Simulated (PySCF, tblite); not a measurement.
# C₂H₁₄Ge₂Si₂: geometry, infrared bands and NMR shifts

Aim: predict the infrared bands and NMR shifts of C₂H₁₄Ge₂Si₂ (`[CH3][Ge@H]([CH2][SiH3])[SiH2][GeH3]`).

The runs use tblite 0.8.0 and PySCF 2.14.0, with density-fitted response routines of our own; the level of theory stands in each step. All values are computed, except where a source is named. Atoms count from 0, in the outputs and in this text.

## (1) The starting structure

20 atoms, charge 0, multiplicity 1; geometry from: force field or distance geometry start.

Bonds of the start (Å): C0–Ge1 1.94, Ge1–C2 1.94, C2–Si3 1.86, Ge1–Si4 2.32, Si4–Ge5 2.31, C0–H6 1.12, C0–H7 1.10, C0–H8 1.11, Ge1–H9 1.55, C2–H10 1.12, C2–H11 1.10, Si3–H12 1.48, Si3–H13 1.46, Si3–H14 1.47, Si4–H15 1.46, Si4–H16 1.46, Ge5–H17 1.56, Ge5–H18 1.54, Ge5–H19 1.55.

## (2) Optimising the geometry with GFN2-xTB

What the job is given:

```
{"job": {"kind": "relax", "xc": "GFN2-xTB", "basis": "xTB"}, "charge": 0, "multiplicity": 1}
C     -0.434100    -0.383800    -2.543300
Ge    -0.813900    -0.626200    -0.660300
C     -1.267100     1.084600     0.135300
Si    -1.691800     0.880600     1.931000
Si     1.090000    -1.469800     0.372900
Ge     2.690300     0.194100     0.411000
H     -1.344400     0.029600    -3.046200
H     -0.167300    -1.351100    -2.993500
H      0.405800     0.326300    -2.661500
H     -1.987100    -1.628300    -0.471800
H     -2.159200     1.503200    -0.401000
H     -0.423300     1.782200     0.031100
H     -2.797100    -0.090200     2.088900
H     -2.093600     2.167900     2.500000
H     -0.511400     0.389000     2.662600
H      1.587500    -2.621300    -0.383600
H      0.771800    -1.873100     1.744200
H      3.983600    -0.352400     1.081200
H      3.001700     0.650100    -1.030800
H      2.154500     1.399400     1.230700
```

On the command line:

```sh
> OMP_NUM_THREADS=1 python probes_run.py task.json out
```

The driver reads the jobs from task.json and runs them one after another.

**Question.** This job is followed by: GFN2-xTB harmonic vibrations, gas phase; GIAO PBE0/pcSseg-1 NMR shielding, non-relativistic, gas phase. Predict these results of the whole session: strongest single infrared mode (GFN2-xTB); zero-point energy (GFN2-xTB); 13C shifts against TMS (PBE0/pcSseg-1); 1H shifts against TMS (PBE0/pcSseg-1, means over atoms taken as alike); 73Ge shifts against GeMe4 (PBE0/pcSseg-1); 29Si shifts against TMS (PBE0/pcSseg-1).

The runs gave:

| quantity | value |
| --- | --- |
| strongest single infrared mode (GFN2-xTB) | 1816 cm⁻¹, 557 km/mol |
| zero-point energy (GFN2-xTB) | 82.4 kcal/mol |
| 13C shifts against TMS (PBE0/pcSseg-1) | -0.6, -7.8 ppm |
| 1H shifts against TMS (PBE0/pcSseg-1, means over atoms taken as alike) | 4.40, 3.98, 3.66, 3.48, 3.18, 0.43, 0.08, -0.06 ppm |
| 73Ge shifts against GeMe4 (PBE0/pcSseg-1) | -140, -382 ppm |
| 29Si shifts against TMS (PBE0/pcSseg-1) | -73.0, -116.6 ppm |

**Reading.** Relaxing lowered the energy by 0.343 eV in 92 steps; the close pair that moved most is Ge5–H17, from 1.556 to 1.502 Å. No mode is imaginary among the 54: a minimum at this level. The strongest single mode, at 1816 cm⁻¹, moves mainly H9. GFN2-xTB is a fitted tight-binding method: band positions and strengths are rough. Its intensities can rank the bands wrongly. At PBE0/pcSseg-1: Shielding is most anisotropic at Ge1 (span 178 ppm, paramagnetic term -1288 ppm). Spin-orbit coupling is left out, which matters for shieldings and couplings at and beside the heavy atoms.
